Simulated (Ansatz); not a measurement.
**Si2GeH4 (SMILES [SiH]#[Si][GeH3]): functionals against CCSD(T) at one geometry**

The task here is to estimate one member of a computed series from the others.

Computed with Ansatz 0.2.0, Gaussian basis. Level: single points in def2-TZVPP.

Correlated methods freeze the cores. Filled d shells of the heavier atoms are correlated. B3LYP uses VWN-RPA correlation.

## The system as given

SMILES `[SiH]#[Si][GeH3]`, 7 atoms, charge 0, spin multiplicity 1.

Atoms are counted from 1 here; the program's logs count them from 0.

Bond lengths: Si1–Si2 2.159 Å, Si1–H4 1.540 Å, Si2–Ge3 2.384 Å, Ge3–H5 1.723 Å, Ge3–H6 1.543 Å, Ge3–H7 1.633 Å. Angles: Si2–Si1–H4 92.1°, Si1–Si2–Ge3 77.9°, Si2–Ge3–H5 122.0°, Si2–Ge3–H6 140.5°, Si2–Ge3–H7 104.2°, H5–Ge3–H6 87.0°, H5–Ge3–H7 88.3°, H6–Ge3–H7 102.7°.

Geometry (Å):

```xyz
7
GeH4Si2
Si   -1.24330   -1.55680    0.63030
Si    0.16870   -1.57470   -1.00230
Ge    0.50360    0.59670   -0.07630
H    -2.40120   -1.15540   -0.30180
H     1.26930    1.86010   -0.96370
H    -0.26710    1.70170    0.67570
H     1.87180    0.44980    0.80350
```

Set-up of the first run:

File run/in.yaml:

```yaml
crystal:
  periodic: [false, false, false]
  atoms:
    - {symbol: Si, position_ang: [-1.243300, -1.556800, 0.630300]}
    - {symbol: Si, position_ang: [0.168700, -1.574700, -1.002300]}
    - {symbol: Ge, position_ang: [0.503600, 0.596700, -0.076300]}
    - {symbol: H, position_ang: [-2.401200, -1.155400, -0.301800]}
    - {symbol: H, position_ang: [1.269300, 1.860100, -0.963700]}
    - {symbol: H, position_ang: [-0.267100, 1.701700, 0.675700]}
    - {symbol: H, position_ang: [1.871800, 0.449800, 0.803500]}
basis:
  gaussian: {orbitals: def2-TZVPP}
correlation: {method: ccsd_t}
output: {forces: true}
```

The command line of these runs was not kept.

Among the steps run: CCSD(T)/def2-TZVPP; PBE0-D4/def2-TZVPP; wB97M-V/def2-TZVPP; r2SCAN-D4/def2-TZVPP; PBE-D4/def2-TZVPP; CAM-B3LYP-D4/def2-TZVPP; B3LYP-D4/def2-TZVPP.

One of the session's tables, all rows but one given; the rest of the session is left out.

```
      method  RMS force component (eV/Å)  angle to CCSD(T) forces (°)  dipole (D)
     CCSD(T)                       1.148                    reference        1.60
     PBE0-D4                       1.066                          3.4        1.49
     wB97M-V                       1.150                          3.7        1.77
   r2SCAN-D4                       1.029                          4.8        1.39
      PBE-D4                       0.974                          6.3        1.31
CAM-B3LYP-D4                       1.160                          4.7        1.72
    B3LYP-D4                           ?                            ?           ?
```

Q: Estimate the row for B3LYP-D4 from the others.

As computed: RMS force component (eV/Å): 1.112; angle to CCSD(T) forces (°): 2.3; dipole (D): 1.64. In the column «RMS force component (eV/Å)» it lies between PBE0-D4 (1.066) and CCSD(T) (1.148).
